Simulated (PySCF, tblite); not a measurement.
# C₅H₁₂OSi₂: geometry, infrared bands and NMR shifts

Wanted: the infrared bands and NMR shifts of C₅H₁₂OSi₂ (`C=C[C@@H]1C[Si@H](O)C[SiH2]1`), by calculation.

Computed with tblite 0.8.0 and PySCF 2.14.0, with density-fitted response routines of our own, on a single molecule in the gas phase. Atoms count from 0, in the outputs and in this text.

## Step 1: Starting geometry

20 atoms, charge 0, multiplicity 1; geometry from: force field or distance geometry start.

Bonds of the start (Å): C0–C1 1.36, C1–C2 1.46, C2–C3 1.53, C3–Si4 1.88, Si4–O5 1.70, Si4–C6 1.88, C6–Si7 1.89, Si7–C2 1.85, C0–H8 1.09, C0–H9 1.08, C1–H10 1.09, C2–H11 1.11, C3–H12 1.10, C3–H13 1.11, Si4–H14 1.47, O5–H15 1.02, C6–H16 1.09, C6–H17 1.11, Si7–H18 1.48, Si7–H19 1.47.

## Step 2: Relaxing the molecule with GFN2-xTB

Job settings and geometry (Å):

```
{"job": {"kind": "relax", "xc": "GFN2-xTB", "basis": "xTB"}, "charge": 0, "multiplicity": 1}
C      3.195100    -0.026500     0.426700
C      2.140400    -0.154200    -0.416800
C      0.766400     0.053100     0.043300
C     -0.114700    -1.179600    -0.186700
Si    -1.655000    -0.563400     0.692900
O     -2.950100    -1.666400     0.661700
C     -1.957000     0.980500    -0.341600
Si    -0.186200     1.330400    -0.906100
H      3.074400     0.246000     1.470700
H      4.173200    -0.204000     0.012600
H      2.287000    -0.437400    -1.459100
H      0.725800     0.293200     1.126400
H      0.306900    -2.079900     0.288200
H     -0.292800    -1.294800    -1.274500
H     -1.237800    -0.168600     2.044300
H     -3.453000    -1.542500     1.536000
H     -2.640000     0.788400    -1.168500
H     -2.290700     1.785700     0.338600
H     -0.078800     1.150700    -2.372600
H      0.181800     2.700000    -0.518500
```

Launch:

```
$ OMP_NUM_THREADS=1 python probes_run.py task.json out
```

This one command runs all jobs of the session in turn.

**Question.** This job is followed by: GFN2-xTB harmonic vibrations, gas phase; GIAO PBE0/pcSseg-1 NMR shielding, non-relativistic, gas phase. Predict these results of the whole session: strongest single infrared mode (GFN2-xTB); zero-point energy (GFN2-xTB); 13C shifts against TMS (PBE0/pcSseg-1); 1H shifts against TMS (PBE0/pcSseg-1); 29Si shifts against TMS (PBE0/pcSseg-1); 17O shifts against H2O (PBE0/pcSseg-1).

The runs gave:

| quantity | value |
| --- | --- |
| strongest single infrared mode (GFN2-xTB) | 2223 cm⁻¹, 579 km/mol |
| zero-point energy (GFN2-xTB) | 95.5 kcal/mol |
| 13C shifts against TMS (PBE0/pcSseg-1) | 152.7, 115.9, 34.6, 23.4, -5.3 ppm |
| 1H shifts against TMS (PBE0/pcSseg-1) | 6.07, 5.52, 5.24, 5.04, 4.29, 4.11, 1.78, 1.50, 1.21, 0.81, -0.09, -0.22 ppm |
| 29Si shifts against TMS (PBE0/pcSseg-1) | 14.7, -25.8 ppm |
| 17O shifts against H2O (PBE0/pcSseg-1) | 35.2 ppm |

What this shows: The optimisation took 146 steps and gained 0.783 eV; among the close pairs (by a distance rule), Si4–O5 changed most, from 1.701 to 1.631 Å. No mode is imaginary among the 54: a minimum at this level. The strongest single mode, at 2223 cm⁻¹, moves mainly H18. Unscaled tight-binding wavenumbers are off by several per cent, some by more. Its intensities can rank the bands wrongly. C1 (alkene CH) lies farthest downfield among carbon, at 152.7 ppm; an sp2 carbon of a C=C bond. H10 (hydrogen on an alkene CH) lies farthest downfield among hydrogen, at 6.07 ppm; attached to an sp2 carbon and in the plane of the double bond. At PBE0/pcSseg-1: The widest tensor belongs to C1: span 229 ppm, with a paramagnetic part of -221 ppm.
